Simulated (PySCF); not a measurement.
# C₃H₇ClOSi₂: vibronic structure

What do calculations give for the vibronic structure of C₃H₇ClOSi₂ (`C#C[Si@@H](CCl)O[SiH3]`)?

Programs: PySCF 2.14.0, with routines of our own; each step states its level. All values are computed. Atoms count from 0.

### Step 1. The system as given

14 atoms, charge 0, multiplicity 1; geometry from: GFN2-xTB.

### Step 2. Vibronic structure: TDDFT CAM-B3LYP/def2-SVP

The job: settings as JSON, then the geometry in Å.

```
{"job": {"kind": "vib", "xc": "CAM-B3LYP", "basis": "def2-SVP", "tda": false}, "charge": 0, "multiplicity": 1}
C      2.488928     1.627840     1.474183
C      1.744971     1.074554     0.708979
Si     0.606600     0.244819    -0.494928
C      0.891218    -1.635992    -0.283492
Cl    -0.243703    -2.551962    -1.312609
O     -0.914601     0.608310    -0.103276
Si    -2.490538     0.460564     0.278935
H      3.139430     2.108309     2.147978
H      0.817624     0.666931    -1.875139
H      0.720339    -1.972134     0.737475
H      1.892187    -1.938722    -0.580654
H     -2.671481     1.349249     1.423578
H     -3.225695     0.892794    -0.906535
H     -2.755958    -0.935032     0.618975
```

Method: TDDFT CAM-B3LYP/def2-SVP vertical-gradient vibronic structure (displaced harmonic oscillators, Condon), gas phase.

Run with:

```
$ OMP_NUM_THREADS=1 python excited_run.py task.json out
```

One launch serves the whole session: the jobs run in the order shown.

Log:

```text
final grid: 57168 points
cycle   1  E = -1232.2791216413  dE =  6.959e-01  |g| = 7.871e-01  |ddm| = 3.877e+00
cycle   2  E = -1232.2068387193  dE =  7.228e-02  |g| = 1.031e+00  |ddm| = 1.555e+00
cycle   3  E = -1232.4058981616  dE = -1.991e-01  |g| = 8.529e-02  |ddm| = 8.856e-01
cycle   4  E = -1232.4074841101  dE = -1.586e-03  |g| = 2.806e-02  |ddm| = 1.217e-01
cycle   5  E = -1232.4076741222  dE = -1.900e-04  |g| = 1.179e-02  |ddm| = 4.190e-02
cycle   6  E = -1232.4077068925  dE = -3.277e-05  |g| = 3.513e-03  |ddm| = 1.132e-02
cycle   7  E = -1232.4077098898  dE = -2.997e-06  |g| = 8.995e-04  |ddm| = 3.684e-03
cycle   8  E = -1232.4077101096  dE = -2.199e-07  |g| = 2.797e-04  |ddm| = 1.098e-03
cycle   9  E = -1232.4077101320  dE = -2.241e-08  |g| = 4.350e-05  |ddm| = 3.638e-04
cycle  10  E = -1232.4077101332  dE = -1.179e-09  |g| = 1.546e-05  |ddm| = 1.027e-04
cycle  11  E = -1232.4077101334  dE = -1.787e-10  |g| = 5.343e-06  |ddm| = 3.975e-05
converged SCF energy = -1232.4077101334

Singlet excitations (eV, f): 6.129 (0.0010)  6.432 (0.0023)  6.452 (0.0026)  7.047 (0.0373)  7.472 (0.0006)  7.504 (0.0059)

State S1  6.1292 eV  f = 0.00104  H-3->L 0.37, H->L 0.19, H-2->L+1 0.10
  relaxed dipole 2.686 D, largest gradient of the excitation energy 0.1369 Eh/bohr
  mode    cm-1        S   lambda/meV  Raman
   29   2210.8    1.7286     473.8   1.000
   36   3352.3    0.0672      27.9   0.089
    6    126.5    1.4566      22.8   0.003
    8    232.9    0.2258       6.5   0.001
   10    292.5    0.1307       4.7   0.001
    9    278.0    0.1289       4.4   0.001
    5     79.0    0.4492       4.4   0.000
   14    611.1    0.0447       3.4   0.002
    7    166.7    0.1561       3.2   0.001
   15    635.5    0.0406       3.2   0.002
   20    746.1    0.0300       2.8   0.002
   26   1102.6    0.0125       1.7   0.002
  reorganisation energy 0.5637 eV, total S 4.541, 0-0 5.5655 eV
  absorption maximum 5.885 eV, width 0.872 eV

State S4  7.0466 eV  f = 0.03731  H->L 0.36, H->L+3 0.18, H-3->L 0.16
  relaxed dipole 2.470 D, largest gradient of the excitation energy 0.0581 Eh/bohr
  mode    cm-1        S   lambda/meV  Raman
    8    232.9    6.8597     198.1   0.373
   16    666.5    2.2431     185.4   1.000
   22    768.6    1.1183     106.6   0.663
   18    690.1    1.1312      96.8   0.541
    7    166.7    4.2217      87.3   0.118
   21    763.2    0.7185      68.0   0.420
   28   1434.6    0.3486      62.0   0.720
    4     61.5    7.0839      54.0   0.027
   14    611.1    0.5374      40.7   0.201
   19    711.2    0.3635      32.1   0.185
   29   2210.8    0.0668      18.3   0.328
    9    278.0    0.4779      16.5   0.037
  reorganisation energy 1.0328 eV, total S 27.150, 0-0 6.0137 eV

State T1  5.0539 eV  f = 0.00000  H-2->L 0.26, H-3->L+1 0.22
  relaxed dipole 2.379 D, largest gradient of the excitation energy 0.1469 Eh/bohr
  mode    cm-1        S   lambda/meV  Raman
   29   2210.8    2.0739     568.5   1.000
   36   3352.3    0.0781      32.5   0.087
   14    611.1    0.0865       6.6   0.003
   13    602.3    0.0453       3.4   0.002
    8    232.9    0.0924       2.7   0.000
    7    166.7    0.1249       2.6   0.000
   11    530.4    0.0294       1.9   0.001
    6    126.5    0.1219       1.9   0.000
    4     61.5    0.1379       1.1   0.000
   16    666.5    0.0117       1.0   0.001
   19    711.2    0.0105       0.9   0.001
   12    597.3    0.0111       0.8   0.000
  reorganisation energy 0.6278 eV, total S 2.935, 0-0 4.4262 eV
  absorption maximum 4.980 eV, width 0.598 eV
```

Wall time 93 s (1 thread of Arm Neoverse V1, shared host); peak memory 0.89 GiB.

The fields below are evaluated on a grid from the run's orbitals.

Frontier orbitals at CAM-B3LYP/def2-SVP, with the share of their density that lies nearest to each atom:

| orbital | energy (eV) | lies on |
| --- | --- | --- |
| HOMO | -9.09 | Cl4 47 %; C3 16 %; C0, C1 about 7 % each |
| LUMO | 0.96 | C0, C1 about 21 % each; Si2 14 %; O5 8 % |

ELF in a plane through or near 6 of the atoms.

Ten even steps from ' ' (0.00) to '@' (1.00):
```
                                                        
                            ....                        
                          --****++--                    
                  ::..    ++@@@@%%**--                  
                ==@@@@++..==++==::%%++..                
                %%@@@@@@****====--@@##::                
                ==@@@@%%::--####%%%%**                  
                  ..==****##==..::..                    
                    ..**%%%%::        ----..            
          ..::==++++++==....==++++::::**++::            
          --==**##**%%%%::..##%%%%++....==--..          
        ..==**%%%%..--%%==::##%%%%--**##..==--          
        --####..::##****::  ++**++::......==::          
      ==@@@@@@++--%%**++..        ++@@%%++..            
      ==@@@@@@%%**++==::        ..@@@@@@##..            
        ==##**::::::..          --%%@@@@++              
                                  ..--::                
                                                        
                                                        
                                                        
```
The map spans 12.5 Å across and 10.9 Å up, centred on the molecule. Atoms in the plane (x, y in Å): C0 (-2.9, -1.6), C1 (-1.9, -0.9), C3 (-0.6, 1.8), Cl4 (0.8, 2.8), Si6 (2.4, -0.9), H10 (-1.5, 2.4).

log10 of the density (e/Å³) in the same plane.

Ten even steps from ' ' (-4.0) to '@' (1.3):
```
                                                        
                        ..::------::..                  
                  ....::--==++++++==--..                
                ::------==++######**++--..              
              ..--++++++++**%%@@%%##++==::              
            ..::==**##########@@%%##**==::              
            ..::==**####%%%%######**++--::..            
            ..::--++**##%%##**++++++==----::::..        
          ..::--====++**####**++++==========--::..      
      ..::--====++**********************++++==--::      
      ::--==++++**####******########******++==--::      
    ..::==++**####%%####****##%%%%##@@@@****++--::      
    ..--==**##%%%%%%##**++++********####**++==--::      
    ..--++**##%%####**++==--====++********++==--::      
    ..--++********++====--::::--==++****++==--::..      
    ..::--==========--::......::--========--::..        
      ....::::::::::..        ..::::----::::..          
                                  ........              
                                                        
                                                        
```
The map spans 12.5 Å across and 10.9 Å up, centred on the molecule. Atoms in the plane (x, y in Å): C0 (-2.9, -1.6), C1 (-1.9, -0.9), C3 (-0.6, 1.8), Cl4 (0.8, 2.8), Si6 (2.4, -0.9), H10 (-1.5, 2.4).

On the surface of density 0.002 e/bohr³ the electrostatic potential runs, from the 1st to the 99th percentile, from -0.65 V near C1 to 1.57 V near H7.

### Step 3. What came out

| quantity | value |
| --- | --- |
| S1: vertical, reorganisation, 0-0, total S (step 2, TDDFT CAM-B3LYP/def2-SVP, modes from GFN2-xTB) | 6.13, 0.56, 5.57 eV; 4.5 |
| S4: vertical, reorganisation, 0-0, total S (step 2, TDDFT CAM-B3LYP/def2-SVP, modes from GFN2-xTB) | 7.05, 1.03, 6.01 eV; 27.1 |
| T1: vertical, reorganisation, 0-0, total S (step 2, TDA CAM-B3LYP/def2-SVP, modes from GFN2-xTB) | 5.05, 0.63, 4.43 eV; 2.9 |
| potential on the surface of density 0.002 e/bohr³, 1st and 99th percentile | -0.65 V and 1.57 V |

In words: In step 2 the harmonic model is doubtful. Where the total S runs above about 15, the geometry moves far on excitation and the harmonic model is stretched, so its 0-0 value is in doubt. The vibronic model keeps the ground-state modes (from xTB) and shifts them along the gradient alone, so it can miss much of the relaxation that a full optimisation finds.
